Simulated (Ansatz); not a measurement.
# CuOH (SMILES [Cu]O): levels of theory compared

Aim: a comparison of 5 runs (HF/3-21G, HF/def2-SVP, B3LYP/pcseg-1, PBE0/def2-SVP, B3LYP/6-31G*) of CuOH. 

The results are computed with Ansatz 0.2.0.

7 further runs of the same task are left out: 1 for a known fault of the program, 2 that didn't finish, 4 set aside as unsound or not needed. Runs told in other sessions of the task aren't counted.

## (1) The molecule

The species is CuOH (3 atoms), meant as a singlet with charge 0. SMILES: `[Cu]O`. Geometry: relaxed at PBE0-D4/def2-TZVP.

Bond lengths: Cu1–O2 1.785 Å, O2–H3 0.962 Å. Angles: Cu1–O2–H3 109.0°.

## (2) Energy and gradient at HF/3-21G (run 1)

Contents of molecule.yaml:

```yaml
basis:
  gaussian:
    orbitals: 3-21G-spherical.json
crystal:
  periodic: [false, false, false]
  atoms:
    - symbol: Cu
      position_ang: [-1.152790, 0.285260, -0.596950]
    - symbol: O
      position_ang: [0.412870, 0.307820, 0.260030]
    - symbol: H
      position_ang: [0.739920, -0.593080, 0.336920]
hamiltonian:
  xc: hf
accuracy: high
output: {forces: true, orbitals: {seedname: orbitals}}
```

The basis set 3-21G is read from a file made from the Basis Set Exchange's data (not shown).

Launch:

```console
ansatz run molecule.yaml --threads 1 --pin off --max-ram 3480MiB --events-out events.jsonl --progress --plain --runs-dir runs
```

The program printed:

```text
Warning: RAYON_NUM_THREADS=1 ignored (pool sized by the plan → 1); use --threads N
Functional definition: HF
  name "HF"
  exchange = exact_x
  correlation = 0
663 factors; integrals over basis functions are off by at most 3.9e-9 eV
mean field evaluation 1: about -46408.6621 eV, gradient 5.8e1 eV
mean field evaluation 2: about -46408.8119 eV, gradient 5.9e1 eV
mean field evaluation 4: about -46414.3721 eV, gradient 7.6e0 eV
mean field evaluation 8: about -46415.2049 eV, gradient 5.0e-1 eV
mean field evaluation 16: about -46415.2347 eV, gradient 1.5e-7 eV
mean field evaluation 32: about -46408.8734 eV, gradient 2.4e1 eV
mean field -46415.23468376 eV, -1705.7284132521 hartree, gradient 2.4e-8 eV, S^2 0.000000; 0 other end points of the search recorded, 0 dependent functions left out
the calculation of the forces begins
reference -46415.23468376 eV, -1705.7284132521 hartree; 19, 19 occupied and 19, 19 virtual orbitals, 663 factors
Total energy: -46415.23468376 eV, -1705.7284132521 hartree
Atom 0 at    -1.152790     0.285260    -0.596950 Å, force     3.344758     0.232807     1.851606 eV/Å
Atom 1 at     0.412870     0.307820     0.260030 Å, force    -3.753332     0.008884    -2.047324 eV/Å
Atom 2 at     0.739920    -0.593080     0.336920 Å, force     0.408574    -0.241691     0.195718 eV/Å
Dipole moment:    -0.601921    -0.272264    -0.359192 e Å
```

Wall time 0.52 s (1 thread of Arm Neoverse V2, shared host).

## (3) Energy and gradient at HF/def2-SVP (run 2)

Contents of molecule.yaml:

```yaml
crystal:
  periodic: [false, false, false]
  atoms:
    - {symbol: Cu, position_ang: [-1.152790, 0.285260, -0.596950]}
    - {symbol: O, position_ang: [0.412870, 0.307820, 0.260030]}
    - {symbol: H, position_ang: [0.739920, -0.593080, 0.336920]}
basis:
  gaussian:
    orbitals: def2-SVP
output: {forces: true, orbitals: {seedname: orbitals}}
accuracy: high
hamiltonian:
  xc: hf
```

Launch:

```console
ansatz run molecule.yaml --threads 1 --pin off --max-ram 3480MiB --events-out events.jsonl --progress --plain --runs-dir runs
```

The program printed:

```text
Warning: RAYON_NUM_THREADS=1 ignored (pool sized by the plan → 1); use --threads N
[... 4 set-up lines as earlier in the session ...]
1021 factors; integrals over basis functions are off by at most 4.1e-9 eV
mean field evaluation 1: about -46636.5917 eV, gradient 5.7e1 eV
mean field evaluation 2: about -46636.7025 eV, gradient 5.7e1 eV
mean field evaluation 4: about -46641.6926 eV, gradient 4.5e0 eV
mean field evaluation 8: about -46641.7788 eV, gradient 5.5e-1 eV
mean field evaluation 16: about -46641.7819 eV, gradient 1.4e-8 eV
mean field -46641.78187055 eV, -1714.0538688075 hartree, gradient 8.9e-8 eV, S^2 0.000000; 0 other end points of the search recorded, 0 dependent functions left out
the calculation of the forces begins
reference -46641.78187055 eV, -1714.0538688075 hartree; 19, 19 occupied and 31, 31 virtual orbitals, 1021 factors
Total energy: -46641.78187055 eV, -1714.0538688075 hartree
Atom 0 at    -1.152790     0.285260    -0.596950 Å, force    -1.059583     0.116436    -0.565121 eV/Å
Atom 1 at     0.412870     0.307820     0.260030 Å, force     1.177290    -1.071172     0.521695 eV/Å
Atom 2 at     0.739920    -0.593080     0.336920 Å, force    -0.117708     0.954736     0.043426 eV/Å
Dipole moment:    -0.979059    -0.268276    -0.564560 e Å
```

Run time: 0.92 s. Hardware: 1 thread of Arm Neoverse V2, shared host; peak memory 0.1 GiB.

Run 3 isn't shown in full; the table further down has it.

## (4) Energy and forces at PBE0/def2-SVP (run 4)

Contents of job.yaml:

```yaml
crystal:
  periodic: [false, false, false]
  atoms:
    - {symbol: Cu, position_ang: [-1.152790, 0.285260, -0.596950]}
    - {symbol: O, position_ang: [0.412870, 0.307820, 0.260030]}
    - {symbol: H, position_ang: [0.739920, -0.593080, 0.336920]}
basis:
  gaussian: {orbitals: def2-SVP}
magnetization: {spin_polarized: false}
hamiltonian: {xc: {name: PBE0}}
accuracy: high
output: {forces: true, orbitals: {seedname: orbitals}}
```

Launch:

```console
ansatz run job.yaml --threads 1 --pin off --max-ram 3480MiB --events-out events.jsonl --progress --plain --runs-dir runs
```

The program printed:

```text
Warning: RAYON_NUM_THREADS=1 ignored (pool sized by the plan → 1); use --threads N
Functional definition: PBE0
  name "PBE0"
  parameter a = 0.25
  parameter kappa = 0.804
  parameter beta = 0.06672455060314922
  exchange = (1 - a)*pbe_x(kappa = kappa, mu = beta*pi^2/3) + a*exact_x
  correlation = pbe_c(beta = beta)
1021 factors; integrals over basis functions are off by at most 4.1e-9 eV
mean field evaluation 1: about -46678.2661 eV, gradient 6.8e1 eV
mean field evaluation 2: about -46620.0904 eV, gradient 1.7e2 eV
mean field evaluation 4: about -46685.6143 eV, gradient 1.8e1 eV
mean field evaluation 8: about -46686.1710 eV, gradient 4.5e-1 eV
mean field evaluation 16: about -46686.2749 eV, gradient 3.0e-4 eV
mean field -46686.27488894 eV, -1715.6889570748 hartree, gradient 2.6e-8 eV, S^2 0.000000; 0 other end points of the search recorded, 0 dependent functions left out
the calculation of the forces begins
reference -46686.27489249 eV, -1715.6889572051 hartree; 19, 19 occupied and 31, 31 virtual orbitals, 1021 factors
Total energy: -46686.27489249 eV, -1715.6889572051 hartree
Atom 0 at    -1.152790     0.285260    -0.596950 Å, force     0.186515    -0.030803     0.098314 eV/Å
Atom 1 at     0.412870     0.307820     0.260030 Å, force    -0.193804     0.211211    -0.081948 eV/Å
Atom 2 at     0.739920    -0.593080     0.336920 Å, force     0.007289    -0.180407    -0.016366 eV/Å
Dipole moment:    -0.691164    -0.237686    -0.403996 e Å
```

Run time: 3.3 s. Hardware: 1 thread of Arm Neoverse V2, shared host; peak memory 0.14 GiB.

## (5) Energy and forces at B3LYP/6-31G(d) (Cartesian functions) (run 5)

Changes to molecule.yaml since step 3:

```diff
@@ -7,7 +7,5 @@
 basis:
-  gaussian:
-    orbitals: def2-SVP
+  gaussian: {orbitals: "6-31G*"}
+hamiltonian: {xc: {name: B3LYP}}
+accuracy: high
 output: {forces: true, orbitals: {seedname: orbitals}}
-accuracy: high
-hamiltonian:
-  xc: hf
```

Launch:

```console
ansatz run molecule.yaml --threads 1 --pin off --max-ram 3480MiB --events-out events.jsonl --progress --plain --runs-dir runs
```

The program printed:

```text
Warning: RAYON_NUM_THREADS=1 ignored (pool sized by the plan → 1); use --threads N
Functional definition: B3LYP
  name "B3LYP"
  parameter a0 = 0.2
  parameter ax = 0.72
  parameter ac = 0.81
  exchange = (1 - a0 - ax)*slater_x + ax*b88_x + a0*exact_x
  correlation = (1 - ac)*vwn_rpa_c + ac*lyp_c
937 factors; integrals over basis functions are off by at most 4.1e-9 eV
mean field evaluation 1: about -46686.4961 eV, gradient 7.5e1 eV
mean field evaluation 2: about -46441.2634 eV, gradient 3.8e2 eV
mean field evaluation 4: about -46694.6704 eV, gradient 2.2e1 eV
mean field evaluation 8: about -46695.6596 eV, gradient 8.8e-1 eV
mean field evaluation 16: about -46695.7216 eV, gradient 3.1e-4 eV
mean field -46695.72163261 eV, -1716.0361185017 hartree, gradient 6.7e-8 eV, S^2 0.000000; 0 other end points of the search recorded, 0 dependent functions left out
the calculation of the forces begins
reference -46695.72166064 eV, -1716.0361195318 hartree; 19, 19 occupied and 34, 34 virtual orbitals, 937 factors
Total energy: -46695.72166064 eV, -1716.0361195318 hartree
Atom 0 at    -1.152790     0.285260    -0.596950 Å, force     1.795316    -0.010843     0.978545 eV/Å
Atom 1 at     0.412870     0.307820     0.260030 Å, force    -1.927189     0.549852    -0.989729 eV/Å
Atom 2 at     0.739920    -0.593080     0.336920 Å, force     0.131873    -0.539009     0.011185 eV/Å
Dipole moment:    -0.529040    -0.221740    -0.313721 e Å
```

Run time: 4.5 s. Hardware: 1 thread of Arm Neoverse V2, shared host; peak memory 0.14 GiB.

## (6) All runs side by side

| run | level | Cartesian functions | energy (Eh) | dipole moment (D) | HOMO energy (eV) | LUMO energy (eV) | wall time |
| --- | --- | --- | --- | --- | --- | --- | --- |
| 1 | HF/3-21G | no | -1705.728413 | 3.61 | -8.69 | 0.95 | 0.52 s |
| 2 | HF/def2-SVP | no | -1714.053869 | 5.58 | -9.73 | 0.46 | 0.92 s |
| 3 | B3LYP/pcseg-1 | no | -1716.180150 | 3.76 | -6.12 | -2.58 | 3.6 s |
| 4 | PBE0/def2-SVP | no | -1715.688957 | 4.01 | -6.05 | -2.06 | 3.3 s |
| 5 | B3LYP/6-31G* (Cartesian functions) | yes | -1716.036120 | 3.14 | -5.82 | -2.63 | 4.5 s |

## (7) Results

| quantity | value |
| --- | --- |
| run 5: total energy | -1716.03612 Eh |
| run 5: dipole moment | 3.14 D |
| run 5: HOMO energy | -5.82 eV |
| run 5: LUMO energy | -2.63 eV |
| run 5: HOMO–LUMO gap | 3.20 eV |
| run 5: largest force on an atom | 2.235 eV/Å |

The dipole moment (its size) runs from 3.14 D (B3LYP/6-31G*) to 5.58 D (HF/def2-SVP). The two ends differ in method and basis. The HOMO–LUMO gap runs from 3.20 eV (B3LYP/6-31G*) to 10.19 eV (HF/def2-SVP). Totals of different functionals can't be ranked against each other. All runs together took 13 s, the longest 4.5 s.
